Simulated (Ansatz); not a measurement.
# Li: substituted relatives

An exercise on one series of results from a longer session: the logs are not shown, and one member is left open.

Program: Ansatz 0.2.0. Level of theory: DFT r2SCAN, scalar-relativistic, plane waves, PAW. These are calculated values, not measurements.

1 further run of the same task is left out (set aside as unsound or not needed). Runs told in other sessions of the task aren't counted.

### The starting structure

Symmetry: P6_3/mmc, No. 194, hexagonal system. Conventional cell: a = 3.087 Å, b = 3.087 Å, c = 5.080 Å, α = 90.00°, β = 90.00°, γ = 120.00°. Around Li (site symmetry -6m2) lie 12 Li at 3.09 to 3.10 Å.

As a file:

```xyz
2
Lattice="3.0872 0.0000 0.0000 -1.5436 2.6736 0.0000 0.0000 0.0000 5.0804" Properties=species:S:1:pos:R:3 pbc="T T T"
Li    0.0000    1.7824    1.2701
Li    1.5436    0.8912    3.8103
```

This cell was relaxed beforehand with the same method: volume 20.97 Å³/atom, gap on the mesh none (metal).

Set-up of the first run:

Contents of input.yaml:

```yaml
crystal:
  lattice:
    - [3.3586503718, 0.0, 0.0]
    - [-1.6793251859, 2.9086765444, 0.0]
    - [0.0, 0.0, 5.5272374987]
  atoms:
    - { symbol: Tl, position: [0.3333333333, 0.6666666667, 0.25] }
    - { symbol: Tl, position: [0.6666666667, 0.3333333333, 0.75] }
basis:
  ecutwfc: 500
kpoints:
  mp_grid: { grid: [6, 6, 4] }
hamiltonian:
  xc: r2scan
scf:
  occupations: { method: gaussian, width: 0.1 }
output:
  forces: true
  stress: true
  eigenvalues: true
```

Launch:

```sh
ansatz run input.yaml --threads 1 --pin off --max-ram 2560MiB --backend cpu --events-out ev --progress --plain --runs-dir out
```

Among the steps run: Probe: one point at the start (Tl); Relaxing cell and atoms (Tl); Relaxation repeated from the new cell (Tl); Quick check of gap, pressure and forces (Be); Rough relaxation on the coarse mesh (Be); Relaxing cell and atoms (Be).

One table of the session follows, with a row left open; its other results are not shown here.

Lengths are those of the vectors of the cell that was run:

```
   swap  volume (Å³/atom)  a (Å)  b (Å)  c (Å)
   none             20.97  3.087  3.087  5.080
Li → Cu             11.45  2.531  2.531  4.130
Li → Cs            124.04  5.599  5.599  9.139
Li → Na                 ?      ?      ?      ?
 Li → K             76.50  4.760  4.760  7.796
Li → Tl             30.17  3.595  3.595  5.391
Li → Be              7.91  2.264  2.264  3.563
```

Estimate the missing values for Li → Na.

The run gave: volume (Å³/atom): 37.59; a (Å): 3.765; b (Å): 3.765; c (Å): 6.123. In the column «volume (Å³/atom)» it lies between Li → Tl (30.17) and Li → K (76.50).

Lengths are those of the computed cell. Rows of earlier swaps come from the sessions before.
